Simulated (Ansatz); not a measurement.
# Pt (Pt, hcp): the cost of one run

Program: Ansatz 0.2.0. Level of theory: DFT LDA (PW92), plane waves (420 eV) with PAW, scalar-relativistic; PBE-made PAW files. These are calculated values, not measurements.

### Step 1. Starting point

It takes space group P6_3/mmc (No. 194, hexagonal). The conventional cell has a = 2.774 Å, b = 2.774 Å, c = 4.530 Å, α = 90.00°, β = 90.00°, γ = 120.00°. Around Pt (site symmetry -6m2) lie 12 Pt at 2.77 Å.

Coordinates:

```cif
data_structure
_symmetry_space_group_name_H-M 'P6_3/mmc'
_symmetry_Int_Tables_number 194
_cell_length_a 2.7740
_cell_length_b 2.7740
_cell_length_c 4.5300
_cell_angle_alpha 90.000
_cell_angle_beta 90.000
_cell_angle_gamma 120.000
_cell_volume 30.19
loop_
_atom_site_label
_atom_site_type_symbol
_atom_site_symmetry_multiplicity
_atom_site_Wyckoff_symbol
_atom_site_fract_x
_atom_site_fract_y
_atom_site_fract_z
_atom_site_occupancy
Pt1 Pt 2 c 0.33333 0.66667 0.25000 1
```

### Step 2. Geometry optimisation

Contents of input.yaml:

```yaml
crystal:
  lattice:
    - [2.7740467412, 0.0, 0.0]
    - [-1.3870233706, 2.4023949491, 0.0]
    - [0.0, 0.0, 4.5300183283]
  atoms:
    - { symbol: Pt, position: [0.3333333333, 0.6666666667, 0.25] }
    - { symbol: Pt, position: [0.6666666667, 0.3333333333, 0.75] }
hamiltonian:
  xc: lda
  pseudopotentials:
    kind: paw
    azcp:
      Pt: "pseudopotentials/Pt.paw.azcp"
basis:
  ecutwfc: 420
  fft_grid_basis: typed
kpoints:
  mp_grid: { grid: [13, 13, 7], shift: [0, 0, 0] }
magnetization:
  spin_polarized: false
scf:
  occupations: { method: fermi_dirac, width: 0.1 }
relax:
  max_steps: 60
  f_tol: 0.01
  cell: {}
```

On the command line:

```console
$ ansatz run input.yaml --threads 2 --pin off --max-ram 5120MiB --backend cpu --events-out ev --progress --plain --runs-dir out
```

What time and memory should one allow on 2 threads of Intel Xeon Platinum 8375C at 2.90GHz (Ice Lake), shared host?

About 8.8 s, with a peak of 0.38 GiB.
